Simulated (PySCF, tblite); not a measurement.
# isopropyl lactate (C₆H₁₂O₃): geometry, infrared bands and NMR shifts

What infrared bands and NMR shifts should isopropyl lactate (C₆H₁₂O₃) (`CC(C)OC(=O)[C@H](C)O`) show?

The runs use tblite 0.8.0 and PySCF 2.14.0, with density-fitted response routines of our own; the level of theory stands in each step. All values are computed, except where a source is named. Atoms are numbered from 0 throughout.

### 1 The starting structure

21 atoms, charge 0, multiplicity 1; geometry from: force field or distance geometry start.

Bonds of the start (Å): C0–C1 1.52, C1–C2 1.53, C1–O3 1.44, O3–C4 1.35, C4–O5 1.23, C4–C6 1.53, C6–C7 1.53, C6–O8 1.43, C0–H9 1.11, C0–H10 1.09, C0–H11 1.09, C1–H12 1.08, C2–H13 1.09, C2–H14 1.09, C2–H15 1.11, C6–H16 1.09, C7–H17 1.08, C7–H18 1.09, C7–H19 1.10, O8–H20 0.98.

### 2 Optimising the geometry with GFN2-xTB

The job: settings as JSON, then the geometry in Å.

```
{"job": {"kind": "relax", "xc": "GFN2-xTB", "basis": "xTB"}, "charge": 0, "multiplicity": 1}
C     -2.670000    -0.490400     0.072200
C     -1.506300     0.452600    -0.183700
C     -1.479100     1.576300     0.850600
O     -0.301900    -0.328400    -0.048000
C      0.798800     0.134400    -0.676300
O      0.833600     1.139000    -1.390300
C      2.005200    -0.784300    -0.485700
C      2.286500    -1.043200     0.993400
O      3.193000    -0.228000    -1.052300
H     -3.636800     0.040400    -0.008300
H     -2.620200    -0.945600     1.065700
H     -2.673000    -1.312800    -0.649000
H     -1.590200     0.851600    -1.180800
H     -1.363600     1.187900     1.860900
H     -0.648700     2.264500     0.672200
H     -2.415300     2.165300     0.815100
H      1.802800    -1.721100    -1.007600
H      2.457500    -0.113100     1.523100
H      3.180100    -1.656500     1.116500
H      1.449100    -1.558400     1.480700
H      2.889500     0.386900    -1.758400
```

On the command line:

```sh
OMP_NUM_THREADS=1 python probes_run.py task.json out
```

This one command runs all jobs of the session in turn.

**Question.** This job is followed by: GFN2-xTB harmonic vibrations, gas phase; GIAO PBE0/pcSseg-1 NMR shielding, non-relativistic, gas phase. What will the session give for the following? strongest single infrared mode (GFN2-xTB); zero-point energy (GFN2-xTB); ¹³C shifts against TMS (PBE0/pcSseg-1); ¹H shifts against TMS (PBE0/pcSseg-1, means over atoms taken as alike); ¹⁷O shifts against H2O (PBE0/pcSseg-1); surface potential, 1st and 99th percentile.

**Answer**, as computed:

| quantity | value |
| --- | --- |
| strongest single infrared mode (GFN2-xTB) | 1761 cm⁻¹, 419 km/mol |
| zero-point energy (GFN2-xTB) | 109.6 kcal/mol |
| ¹³C shifts against TMS (PBE0/pcSseg-1) | 185.2, 71.3, 70.7, 25.7, 23.8, 23.1 ppm |
| ¹H shifts against TMS (PBE0/pcSseg-1, means over atoms taken as alike) | 5.19, 4.33, 2.67, 1.34, 1.32, 1.30 ppm |
| ¹⁷O shifts against H2O (PBE0/pcSseg-1) | 398.7, 228.3, 40.8 ppm |
| surface potential, 1st and 99th percentile | -1.62 V and 0.97 V |

In words: Relaxing lowered the energy by 0.182 eV in 114 steps; the close pair that moved most is C6–O8, from 1.429 to 1.400 Å. No mode is imaginary among the 57: a minimum at this level. The strongest single mode, at 1761 cm⁻¹, moves mainly C4 and O5. Unscaled tight-binding wavenumbers are off by several per cent, some by more. Its intensities can rank the bands wrongly. H12 (hydrogen on an sp3 CH bonded to O) lies farthest downfield among hydrogen, at 5.19 ppm; its carbon carries O, an electronegative neighbour. At PBE0/pcSseg-1: The widest tensor belongs to O5: span 688 ppm, with a paramagnetic part of -466 ppm.
